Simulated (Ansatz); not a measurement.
# Si3Br2: what a guessed cell relaxes into, part 2 of 2

The task: take a trial cell of Si3Br2 to zero force and stress.

Ansatz 0.2.0; DFT PBE, scalar-relativistic, plane waves, PAW. Earlier steps stand in the parts before.

### Step 4. Coarse relaxation, continued

The end of the coarse run is made exact in the group found at a tolerance of 0.06 Å and reduced to its primitive cell.

File input.yaml:

```yaml
crystal:
  lattice:
    - [4.2342649456, 2.4446540062, 2.1343858708]
    - [-4.2342649456, 2.4446540062, 2.1343858708]
    - [0.0, -4.8893080123, 2.1343858708]
  atoms:
    - { symbol: Si, position: [0.0, 0.5, 0.0] }
    - { symbol: Si, position: [0.5, 0.0, 0.0] }
    - { symbol: Si, position: [0.0, 0.0, 0.5] }
    - { symbol: Br, position: [0.731928683, 0.731928683, 0.731928683] }
    - { symbol: Br, position: [0.268071317, 0.268071317, 0.268071317] }
basis:
  ecutwfc: 420
kpoints:
  mp_grid: { grid: [6, 6, 6] }
hamiltonian:
  xc: pbe
scf:
  occupations: { method: gaussian, width: 0.1 }
  lower_state_search: "off"
output:
  forces: true
  stress: true
  eigenvalues: true
relax:
  adjacent_minimum: "off"
  f_tol: 0.04
  max_steps: 70
  cell: { stress_tol: 0.4 }
```

On the command line:

```bash
$ ansatz run input.yaml --threads 1 --pin off --max-ram 2048MiB --backend cpu --events-out ev --progress --plain --runs-dir out
```

Output, shortened:

```text
Warning: RAYON_NUM_THREADS=1 ignored (pool sized by the plan → 1); use --threads N
[...]
Pseudopotentials: kind: paw
Pseudopotential: Si, paw, valence charge 4, recommended cutoff 420 eV (normal), Si.paw.azcp
Pseudopotential: Br, paw, valence charge 7, recommended cutoff 420 eV (normal), Br.paw.azcp
Functional definition: PBE
[...]
Crystal: 5 atoms, lattice volume = 132.562 Å³
Basis set: ecut = 420 eV, 2581 PW (Γ), exchange–correlation on 72×72×72 points (8 copies of the dense FFT grid, shifted against one another)
Bands: 18, of which v1, the nominal top of the filled ones, is band 13 counted from 1 (12 counted from 0)
Symmetry: 12 space group operations
Space group: R-3m (ITA 166), of the structure as read, at distance tolerance 5.1e-5 Å
k-points: 32 of 216
[...]
SCF iter   1: F=—  HF=-7469.961871 eV  |F-HF|=—  |Δ(HF+E_count)|=         —  Δρ=3.35e-3  dr2=1.28e-2  ethr=1.77e-3  ⟨swp⟩=6.7  Hψ=3615  notcnv=0
[...]
--- Band table (eV; the first three rows and the last of 32) ---
  k-point 0: bands = ["-12.1587", "-11.2668", "-2.9554", "-2.5308", "-2.5308", "-1.2614", "-1.2614", "-0.3574", "2.7039", "2.7039", "2.8736", "3.0331", "3.0331", "3.8356", "6.7419", "7.6541", "7.6541", "8.9044"]
[...]
--- Relaxed structure (3 steps of the walk, 2 accepted, 1 SCFs on fresh bases) ---
  F+E_penalty+E_count = -7469.96101036 eV   max|allowed force component| = 5.823e-3 eV/Å   (the final SCF, on the basis selected at the relaxed cell)
  cell:  # Å, volume = 133.0766 Å³
    - [4.239247999924265, 2.4475309739345494, 2.137634129670339]
    - [-4.239247999924265, 2.4475309739345494, 2.137634129670339]
    - [-1.881122170899902e-34, -4.8950619478190225, 2.137634129727675]
  atoms:
    - { symbol: Si, position: [0.0, 0.5, 0.0] }
    - { symbol: Si, position: [0.5, 0.0, 0.0] }
    - { symbol: Si, position: [0.0, 0.0, 0.4999999999999999] }
    - { symbol: Br, position: [0.7329745074427303, 0.7329745074427303, 0.7329745074427301] }
    - { symbol: Br, position: [0.26702549255726965, 0.26702549255726965, 0.26702549255726965] }
```

Wall time 18 s (1 thread of Arm Neoverse V2, shared host); peak memory 0.38 GiB.

Relaxation path:

```
step  E - E(step 1) (eV/cell)  largest force component (eV/Å)  pressure (GPa)  volume (Å³)
   1                   0.0000                          0.0595            0.12       132.56
   2                   0.0027                          0.1675           -0.04       133.69
   3                  -0.0005                          0.0058            0.02       133.08
   4                  -0.0006                          0.0058            0.02       133.08
```

Step 1 is the start. Step 4 repeats the geometry before it on a plane-wave basis chosen anew for that cell, so its energy need not be comparable with the rows above. Step 2 was tried and not accepted.

Lengths and angles in the start's conventional setting:

|  | before | after | change |
| --- | --- | --- | --- |
| a (Å) | 8.469 | 8.478 | +0.1 % |
| b (Å) | 8.469 | 8.478 | +0.1 % |
| c (Å) | 6.403 | 6.413 | +0.2 % |
| volume (Å³/atom) | 26.51 | 26.62 | +0.4 % |
| shortest distance (Å) | 2.529 | 2.531 | +0.1 % |
| space group (0.01 Å) | R-3m | R-3m | same |

Forces and stress were held to the start's 12 operations: a distortion of lower symmetry was not tested.

### Step 5. Relaxation on the finer mesh

The end of the coarse run is made exact in the group found at a tolerance of 0.06 Å and reduced to its primitive cell.

File input.yaml:

```yaml
crystal:
  lattice:
    - [4.2392479999, 2.4475309739, 2.1376341297]
    - [-4.2392479999, 2.4475309739, 2.1376341297]
    - [0.0, -4.8950619478, 2.1376341297]
  atoms:
    - { symbol: Si, position: [0.0, 0.5, 0.0] }
    - { symbol: Si, position: [0.5, 0.0, 0.0] }
    - { symbol: Si, position: [0.0, 0.0, 0.5] }
    - { symbol: Br, position: [0.7329745074, 0.7329745074, 0.7329745074] }
    - { symbol: Br, position: [0.2670254926, 0.2670254926, 0.2670254926] }
basis:
  ecutwfc: 420
kpoints:
  mp_grid: { grid: [12, 12, 12] }
hamiltonian:
  xc: pbe
scf:
  occupations: { method: gaussian, width: 0.1 }
output:
  forces: true
  stress: true
  eigenvalues: true
  write_density: true
  write_potential: true
  elf: true
  volumetric_format: npy
relax:
  adjacent_minimum: "off"
  f_tol: 0.01
  max_steps: 80
  cell: { stress_tol: 0.05 }
```

On the command line:

```bash
$ ansatz run input.yaml --threads 1 --pin off --max-ram 2048MiB --backend cpu --events-out ev --progress --plain --runs-dir out
```

Output:

```text
Warning: RAYON_NUM_THREADS=1 ignored (pool sized by the plan → 1); use --threads N
Engine: ansatz 0.2.0, aarch64-unknown-linux-gnu
Pseudopotentials: kind: paw
Pseudopotential: Si, paw, valence charge 4, recommended cutoff 420 eV (normal), Si.paw.azcp
Pseudopotential: Br, paw, valence charge 7, recommended cutoff 420 eV (normal), Br.paw.azcp
Functional definition: PBE
  parameter kappa = 0.804
  parameter beta = 0.06672455060314922
  exchange = pbe_x(kappa = kappa, mu = beta*pi^2/3)
  correlation = pbe_c(beta = beta)
Crystal: 5 atoms, lattice volume = 133.077 Å³
Basis set: ecut = 420 eV, 2581 PW (Γ), exchange–correlation on 72×72×72 points (8 copies of the dense FFT grid, shifted against one another)
Bands: 18, of which v1, the nominal top of the filled ones, is band 13 counted from 1 (12 counted from 0)
Symmetry: 12 space group operations
Space group: R-3m (ITA 166), of the structure as read, at distance tolerance 5.1e-5 Å
k-points: 189 of 1728
Non-local potential: Si, projectors of the file, l = 0: 2, l = 1: 2, l = 2: 2
Non-local potential: Br, projectors of the file, l = 0: 2, l = 1: 2, l = 2: 2
PAW form: soft (Blöchl's): semilocal exchange-correlation on the pseudo side does not see the compensation charge
PAW one-centre angular grid: Si, 110 points (default); XC on 64 Gauss nodes
PAW one-centre angular grid: Br, 110 points (default); XC on 64 Gauss nodes
Initial density: superposition of atomic densities (neutral atoms: chi_scale 0, normalization atom), corrected by the library's trained network
Initial wavefunctions: pseudopotential atomic-orbital guess
Functional: x = pbe(κ = 0.804, μ = 0.2195149727645171), c = pbe(β = 0.06672455060314922)
SCF iter   1: F=—  HF=-7469.947460 eV  |F-HF|=—  |Δ(HF+E_count)|=         —  Δρ=3.41e-3  dr2=1.31e-2  ethr=1.77e-3  ⟨swp⟩=6.5  Hψ=21154  notcnv=0
preconditioner: auto → Kerker (q_TF=auto, 2.078 Å⁻¹)  [metal: Δε(μ)=0.008 eV  Ē_g=6.548 eV  σ=0.100 eV  W_gap=0.05  n_scr=18 (ndim 8)  ℏωp=15.1 eV  f_vac=0.000  D(μ)=2.66/eV (n_scr^D=12)]
SCF iter   2: F=—  HF=-7469.946446 eV  |F-HF|=—  |Δ(HF+E_count)|=   1.01e-3  Δρ=2.00e-3  dr2=5.22e-3  ethr=5.04e-5  ⟨swp⟩=2.0  Hψ=6264  notcnv=0
SCF iter   3: F=—  HF=-7469.945986 eV  |F-HF|=—  |Δ(HF+E_count)|=   4.60e-4  Δρ=2.99e-4  dr2=1.50e-4  ethr=2.01e-5  ⟨swp⟩=2.7  Hψ=5600  notcnv=0
SCF iter   4: F=—  HF=-7469.946051 eV  |F-HF|=—  |Δ(HF+E_count)|=   6.47e-5  Δρ=1.03e-4  dr2=4.01e-5  ethr=5.77e-7  ⟨swp⟩=2.5  Hψ=5814  notcnv=0
SCF iter   5: F=—  HF=-7469.946091 eV  |F-HF|=—  |Δ(HF+E_count)|=   4.04e-5  Δρ=3.62e-5  dr2=2.53e-6  ethr=1.54e-7  ⟨swp⟩=2.0  Hψ=5320  notcnv=0
SCF iter   6: F=—  HF=-7469.946093 eV  |F-HF|=—  |Δ(HF+E_count)|=   2.37e-6  Δρ=8.58e-6  dr2=1.13e-7  ethr=9.72e-9  ⟨swp⟩=2.0  Hψ=5423  notcnv=0
SCF iter   7: F=-7469.946093 eV  HF=-7469.946093 eV  |F-HF|=7.37e-10  |Δ(HF+E_count)|=   7.27e-8  Δρ=1.51e-6  dr2=5.51e-9  ethr=3.85e-10  ⟨swp⟩=11.7  Hψ=28643  notcnv=0
SCF 1 converged in 7 iterations: F = -7469.946093 eV  dr2 = 5.51e-9
relax step   1: F+E_penalty+E_count = -7469.94609343 eV  Δ(F+E_penalty+E_count) = +0.000e0 eV  max|allowed force component| = 2.887e-3 eV/Å  Δτ_max = 0.0000 Å  P = +0.038 GPa  Ω = 133.077 Å³  (7 SCF iters, dr2 threshold 1.00e-7 eV, accepted)
Crystal: 5 atoms, lattice volume = 133.125 Å³
Initial density: handed on by an earlier stage of this run
Initial wavefunctions: those handed on with the density
iter 1 solved again at ethr=4.34e-8 eV; its pass at ethr=3.10e-3 eV (dr2=1.13e-5 eV) is discarded
SCF iter   1: F=—  HF=-7469.946107 eV  |F-HF|=—  |Δ(HF+E_count)|=         —  Δρ=5.38e-5  dr2=9.89e-6  ethr=4.34e-8  ⟨swp⟩=3.0  Hψ=23493  notcnv=0
preconditioner: auto → Kerker (q_TF=auto, 2.078 Å⁻¹)  [metal: Δε(μ)=0.004 eV  Ē_g=6.542 eV  σ=0.100 eV  W_gap=0.02  n_scr=18 (ndim 8)  ℏωp=15.1 eV  f_vac=0.000  D(μ)=2.65/eV (n_scr^D=12)]
SCF iter   2: F=—  HF=-7469.946122 eV  |F-HF|=—  |Δ(HF+E_count)|=   1.51e-5  Δρ=2.97e-5  dr2=3.23e-6  ethr=3.80e-8  ⟨swp⟩=1.2  Hψ=3680  notcnv=0
SCF iter   3: F=—  HF=-7469.946121 eV  |F-HF|=—  |Δ(HF+E_count)|=   7.98e-7  Δρ=7.30e-6  dr2=1.12e-7  ethr=1.24e-8  ⟨swp⟩=2.1  Hψ=5029  notcnv=0
SCF iter   4: F=-7469.946121 eV  HF=-7469.946121 eV  |F-HF|=7.39e-10  |Δ(HF+E_count)|=   5.74e-9  Δρ=1.63e-6  dr2=8.37e-9  ethr=4.59e-11  ⟨swp⟩=7.2  Hψ=24806  notcnv=0
SCF 2 converged in 4 iterations: F = -7469.946121 eV  dr2 = 8.37e-9
relax step   2: F+E_penalty+E_count = -7469.94612109 eV  Δ(F+E_penalty+E_count) = -2.766e-5 eV  max|allowed force component| = 1.497e-3 eV/Å  Δτ_max = 0.0005 Å  P = +0.018 GPa  Ω = 133.125 Å³  energy of the carried Pulay correction = -3.617e-6 eV  (4 SCF iters, dr2 threshold 1.19e-8 eV, accepted)
Initial wavefunctions: pseudopotential atomic-orbital guess (no wavefunctions were taken with the density)
iter 1 solved again at ethr=1.46e-7 eV; its pass at ethr=3.10e-3 eV (dr2=3.81e-5 eV) is discarded
SCF iter   1: F=—  HF=-7469.946108 eV  |F-HF|=—  |Δ(HF+E_count)|=         —  Δρ=1.74e-6  dr2=7.22e-9  ethr=1.46e-7  ⟨swp⟩=4.2  Hψ=32505  notcnv=0
eigensolver tolerance schedule: the retry pair's looser diagonalisation over-reported the residual by 5272.71 of it (diagonalisation noise at 0.33 of the residual, at the tolerance the schedule requests for it); recorded, not acted on — ethr = c·dr2/N_el stays at c = 1.0e-1
preconditioner: auto → Kerker (q_TF=auto, 2.078 Å⁻¹)  [metal: Δε(μ)=0.004 eV  Ē_g=6.541 eV  σ=0.100 eV  W_gap=0.02  n_scr=18 (ndim 8)  ℏωp=15.1 eV  f_vac=0.000  D(μ)=2.65/eV (n_scr^D=12)]
SCF iter   2: F=—  HF=-7469.946125 eV  |F-HF|=—  |Δ(HF+E_count)|=   1.70e-5  Δρ=1.30e-6  dr2=4.79e-9  ethr=2.78e-11  ⟨swp⟩=3.6  Hψ=8534  notcnv=0
SCF iter   3: F=—  HF=-7469.946125 eV  |F-HF|=—  |Δ(HF+E_count)|=   3.61e-9  Δρ=6.90e-7  dr2=8.04e-10  ethr=1.84e-11  ⟨swp⟩=2.0  Hψ=5170  notcnv=0
SCF iter   4: F=—  HF=-7469.946125 eV  |F-HF|=—  |Δ(HF+E_count)|=  2.88e-10  Δρ=4.98e-7  dr2=2.68e-10  ethr=3.09e-12  ⟨swp⟩=2.5  Hψ=5523  notcnv=0
SCF iter   5: F=-7469.946125 eV  HF=-7469.946125 eV  |F-HF|=1.82e-12  |Δ(HF+E_count)|=  7.46e-11  Δρ=1.51e-7  dr2=2.24e-11  ethr=1.00e-12  ⟨swp⟩=6.2  Hψ=21151  notcnv=0
SCF 3 converged in 5 iterations: F = -7469.946125 eV  dr2 = 2.24e-11
relax step   3: F+E_penalty+E_count = -7469.94612546 eV  Δ(F+E_penalty+E_count) = -4.371e-6 eV  max|allowed force component| = 1.469e-3 eV/Å  Δτ_max = 0.0000 Å  P = +0.018 GPa  Ω = 133.125 Å³  stress off target by 3.98e-2 GPa  SCF on the basis re-selected at this cell (its energy is not comparable with the rows above)  (5 SCF iters)
basis re-selected at this cell: Δ(F+E_penalty+E_count) = -4.371e-6 eV, ΔP = -0.000 GPa vs the last step (what re-selecting the basis moved, of the pressure what is left beyond the Pulay correction that the steps carried, after the strain that the cell walked since its last selection, with what the two solves' SCF thresholds leave and, on support functions, any second-order correction that the steps lacked; it is no measure of the basis error at this ecutwfc). This SCF's stress stands 3.98e-2 GPa from its target on what of the cell is left free (relax.cell.stress_tol is 5.00e-2 GPa) and its largest allowed force component is 1.47e-3 eV/Å (relax.f_tol is 1.00e-2 eV/Å): within both
SCF converged after 5 iterations
Free energy (F): -7469.946125 eV
Harris-Foulkes:  -7469.946125 eV  (|F-HF|=1.82e-12)
Internal energy: -7469.932867 eV  (E = F + TS)
E sigma→0 (E₀):  -7469.939496 eV
Entropy (-TS):   -0.013258 eV (-2.652 meV/atom)
Fermi energy:    4.723383 eV
--- Per-component energies (eV) ---
  E_band       = -38.659614
  E_kinetic    = 375.285813
  E_local      = -585.264714  (includes V_loc(G=0)·N_el)
  E_nonlocal   = 218.973455
  E_hartree    = 159.766201
  E_xc         = -688.724013
  E_vxc        = -339.360014  (∫ρ·V_xc dr)
  E_paw        = -6028.670748  (= ΣΔE_a)
  E_vpaw       = -27.826644  (= ΣTr[D̂ρ^β])
  E_aug_tail   = 0.000024  (compensation charges beyond the density's cutoff)
  E_ewald      = -921.298884
  E_smearing   = -0.013258  (= −TS)
  E_closure    = 0.000000  (closes the sum)
  Σ components = -7469.946125   (vs F -7469.946125, Δ=0.00e0)
--- Forces (eV/Å), atoms counted from 1 ---
  atom   1  Si     0.00000000     0.00000000     0.00000000
  atom   2  Si    -0.00000000     0.00000000    -0.00000000
  atom   3  Si     0.00000000     0.00000000     0.00000000
  atom   4  Br     0.00000000    -0.00000000     0.00146910
  atom   5  Br    -0.00000000     0.00000000    -0.00146910
  max |Σ_I F_I| component: 4.63e-18 eV/Å
--- Stress (GPa, compression-positive) ---
        0.007525       0.000000       0.000000
        0.000000       0.007525      -0.000000
        0.000000      -0.000000       0.039796
  P = ⅓ Tr σ = 0.0183 GPa (0.183 kbar)
--- Band table (eV; the first three rows and the last of 189) ---
  k-point 0: bands = ["-12.1562", "-11.2608", "-2.9593", "-2.5280", "-2.5280", "-1.2608", "-1.2608", "-0.3635", "2.7029", "2.7029", "2.8862", "3.0270", "3.0270", "3.8262", "6.7324", "7.6522", "7.6522", "8.9008"]
  k-point 1: bands = ["-12.1424", "-11.2767", "-2.9702", "-2.5776", "-2.5375", "-1.2471", "-1.2421", "-0.2761", "2.7229", "2.7434", "2.8237", "2.9218", "3.0353", "3.9520", "6.6850", "7.5501", "7.6090", "9.0170"]
  k-point 2: bands = ["-12.1018", "-11.3229", "-3.0074", "-2.6970", "-2.5628", "-1.2100", "-1.1615", "-0.0594", "2.4695", "2.6439", "2.8597", "2.9300", "3.1667", "4.2039", "6.5736", "7.3698", "7.5309", "9.1898"]
  k-point 188: bands = ["-11.8174", "-11.5446", "-3.8462", "-3.8462", "-1.3471", "-1.3471", "-0.3850", "0.1099", "1.6065", "2.8958", "2.8958", "3.2358", "3.2358", "5.2636", "7.0490", "8.5141", "8.5141", "8.7962"]
--- Relaxed structure (2 steps of the walk, 2 accepted, 1 SCFs on fresh bases) ---
  F+E_penalty+E_count = -7469.94612546 eV   max|allowed force component| = 1.469e-3 eV/Å   (the final SCF, on the basis selected at the relaxed cell)
  cell:  # Å, volume = 133.1246 Å³
    - [4.241741937856335, 2.44897084965428, 2.135892048265477]
    - [-4.241741937856335, 2.44897084965428, 2.135892048265477]
    - [3.859446523924356e-36, -4.89794169930856, 2.135892048265477]
  atoms:
    - { symbol: Si, position: [2.7755575615628914e-17, 0.5, 0.0] }
    - { symbol: Si, position: [0.5, 2.7755575615628914e-17, 0.0] }
    - { symbol: Si, position: [0.0, 0.0, 0.5] }
    - { symbol: Br, position: [0.7330591455062477, 0.7330591455062477, 0.7330591455062477] }
    - { symbol: Br, position: [0.26694085449375266, 0.26694085449375266, 0.26694085449375266] }
```

It took 81 s on 1 thread of Arm Neoverse V2, shared host; peak memory 0.64 GiB.

Step by step:

```
step  energy from step 1 (eV/cell)  largest force component (eV/Å)  pressure (GPa)  volume (Å³)
   1                        0.0000                          0.0029            0.04       133.08
   2                        0.0000                          0.0015            0.02       133.12
   3                        0.0000                          0.0015            0.02       133.12
```

Step 1 is the start. Step 3 repeats the geometry before it on a plane-wave basis chosen anew for that cell, so its energy need not be comparable with the rows above.

Lengths and angles in the start's conventional setting:

|  | before | after | change |
| --- | --- | --- | --- |
| a (Å) | 8.478 | 8.483 | +0.1 % |
| b (Å) | 8.478 | 8.483 | +0.1 % |
| c (Å) | 6.413 | 6.408 | -0.1 % |
| volume (Å³/atom) | 26.62 | 26.62 | 0.0 % |
| shortest distance (Å) | 2.531 | 2.532 | 0.0 % |
| space group (0.01 Å) | R-3m | R-3m | same |

Forces and stress were held to the start's 12 operations: a distortion of lower symmetry was not tested.

The maps below are laid out on this run's own conventional cell (a, b, c = 8.483, 8.483, 6.408 Å).

Density in a lattice plane of the grid's cell (edges 8.48 and 6.41 Å, at 0.000 of the third edge), which holds Si and Br.

Ten even steps from '0' (0.01 e/Å³) to '9' (1.20 e/Å³):
```
110001110000000001110001
653111110000000001111135
997311110000000001111379
158411000000000000011485
488310000011111000001388
985100000122222100000158
321000000122122100000012
110000000221012200000001
321000000122122100000012
985100000122222100000158
488310000011111000001388
158411000000000000011485
997311110000000001111379
653111110000000001111135
110001110000000001110001
000000110000000001100000
```
Columns run along the first of these edges and rows up along the second, over one cell in 24 and 16 even steps from the bottom left corner. Atoms in the plane (fractional): Si at (0.50, 0.50), Br at (1.00, 0.73), Br at (1.00, 0.27).

ELF in the same plane.

Ten even steps from '0' (0.00) to '9' (0.89):
```
652125776310001367752125
997425787410001478752479
589734687421012478643798
018843576544444567534881
039831355678887655313893
999721136899999863112799
876300037997679973000367
110000037997979973000001
876300037997679973000367
999721136899999863112799
039831355678887655313893
018843576544444567534881
589734687421012478643798
997425787410001478752479
652125776310001367752125
000014675200000257641000
```
Columns run along the first of these edges and rows up along the second, over one cell in 24 and 16 even steps from the bottom left corner. Atoms in the plane (fractional): Si at (0.50, 0.50), Br at (1.00, 0.73), Br at (1.00, 0.27).

Both are smooth fields of the valence electrons: close to the nuclei they are not physical.

Outside the cores ELF peaks at 0.90 in the shell around Si, 0.9 Å from Si; 0.90 in the shell around Br, 0.8 Å from Br.

### Step 6. Outcome

This closing draws on all 2 parts. Changes of volume or cell count from the first structure of part 1.

| quantity | value |
| --- | --- |
| symmetry at the end (tolerance 0.05 Å) | space group R-3m (No. 166) |
| conventional cell | a = 8.483 Å, b = 8.483 Å, c = 6.408 Å, α = 90.00°, β = 90.00°, γ = 120.00° |
| volume | 26.62 Å³/atom |
| energy over the elements | +0.77 eV/atom |
| gap on the mesh | none (metal) |

The space group R-3m (No. 166) is kept, and the volume per atom shrinks by 2.7 % from the first guess. The formation energy is positive, so the separate elements lie lower. No finished test with a distortion of lower symmetry is shown, so the end may be a saddle point. Spin polarisation is off in the runs that give these values; a magnetic solution could lie lower.
